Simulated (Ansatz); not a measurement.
# C₅H₆F₂: basis-set convergence

The task here is to estimate one member of a computed series from the others.

Method: one geometry, several basis sets; program: Ansatz 0.2.0, Gaussian basis.

Levels to be run: PBE0-D4/def2-SVP; ωB97M-V/def2-SVP; PBE0-D4/def2-QZVPP; ωB97M-V/def2-QZVPP; the functionals' def2-TZVPP values are taken from earlier runs.

## Structure used throughout

The geometry comes from an earlier relaxation with PBE0-D4 in a triple-zeta def2 set; it is a stationary point, not always the lowest conformer.

SMILES `F[C@H]1C=CC[C@@H]1F`, 13 atoms, charge 0, spin multiplicity 1.

Atoms are counted from 1 here; the program's logs count them from 0.

Bond lengths: F1–C2 1.393 Å, C2–C3 1.491 Å, C2–C6 1.533 Å, C2–H8 1.094 Å, C3–C4 1.328 Å, C3–H9 1.082 Å, C4–C5 1.497 Å, C4–H10 1.084 Å, C5–C6 1.527 Å, C5–H11 1.093 Å, C5–H12 1.095 Å, C6–F7 1.386 Å, C6–H13 1.092 Å. Angles: F1–C2–C3 110.5°, F1–C2–C6 110.1°, F1–C2–H8 106.9°, C3–C2–C6 104.4°, C3–C2–H8 114.6°, C6–C2–H8 110.3°, C2–C3–C4 111.4°, C2–C3–H9 122.6°, C4–C3–H9 126.0°, C3–C4–C5 112.7°, C3–C4–H10 124.8°, C5–C4–H10 122.5°, C4–C5–C6 103.6°, C4–C5–H11 113.1°, C4–C5–H12 111.4°, C6–C5–H11 109.5°, C6–C5–H12 112.3°, H11–C5–H12 106.9° and more.

Geometry (Å):

```xyz
13

F    -0.30241    1.33364    1.80195
C     0.41626    0.92670    0.67997
C     0.95808   -0.44857    0.87761
C     0.34310   -1.32827    0.09547
C    -0.70415   -0.69858   -0.76992
C    -0.51972    0.79770   -0.52692
F     0.09414    1.37311   -1.62891
H     1.17427    1.69266    0.49305
H     1.73840   -0.67054    1.59400
H     0.55077   -2.39209    0.07874
H    -0.56972   -0.91547   -1.83295
H    -1.70716   -1.04375   -0.49859
H    -1.45126    1.33875   -0.34891
```

The first run:

in.yaml reads:

```yaml
crystal:
  periodic: [false, false, false]
  atoms:
    - {symbol: F, position_ang: [-0.302414, 1.333641, 1.801954]}
    - {symbol: C, position_ang: [0.416264, 0.926697, 0.679974]}
    - {symbol: C, position_ang: [0.958077, -0.448566, 0.877611]}
    - {symbol: C, position_ang: [0.343102, -1.328269, 0.095466]}
    - {symbol: C, position_ang: [-0.704154, -0.698580, -0.769924]}
    - {symbol: C, position_ang: [-0.519724, 0.797701, -0.526915]}
    - {symbol: F, position_ang: [0.094136, 1.373110, -1.628906]}
    - {symbol: H, position_ang: [1.174275, 1.692661, 0.493054]}
    - {symbol: H, position_ang: [1.738405, -0.670543, 1.594000]}
    - {symbol: H, position_ang: [0.550771, -2.392087, 0.078741]}
    - {symbol: H, position_ang: [-0.569716, -0.915468, -1.832954]}
    - {symbol: H, position_ang: [-1.707157, -1.043746, -0.498589]}
    - {symbol: H, position_ang: [-1.451263, 1.338749, -0.348912]}
basis:
  gaussian: {orbitals: def2-SVP}
hamiltonian: {xc: pbe0, dispersion: d4}
output: {orbitals: {seedname: orbitals}}
```

On the command line:

```
$ ansatz run in.yaml --threads 2 --pin off --events-out ev --progress --plain --max-ram 32768MiB --backend cpu
```

Steps of the session up to this table: PBE0-D4 in def2-SVP; ωB97M-V in def2-SVP; PBE0-D4 in def2-QZVPP; ωB97M-V in def2-QZVPP.

One table of the session follows, with a row left open; its other results are not shown here.

It belongs to the step «Functionals by basis». 

```
functional       basis  HOMO (eV)  LUMO (eV)
   PBE0-D4    def2-SVP          ?          ?
   PBE0-D4  def2-TZVPP      -7.88      -0.31
   PBE0-D4  def2-QZVPP      -7.91      -0.38
   ωB97M-V    def2-SVP     -10.09       2.09
   ωB97M-V  def2-TZVPP     -10.13       1.82
   ωB97M-V  def2-QZVPP     -10.16       1.68
```

Q: Estimate the row for PBE0-D4, def2-SVP from the others.

**Answer.** HOMO (eV): -7.85; LUMO (eV): -0.14. In the column «HOMO (eV)» it is the highest.
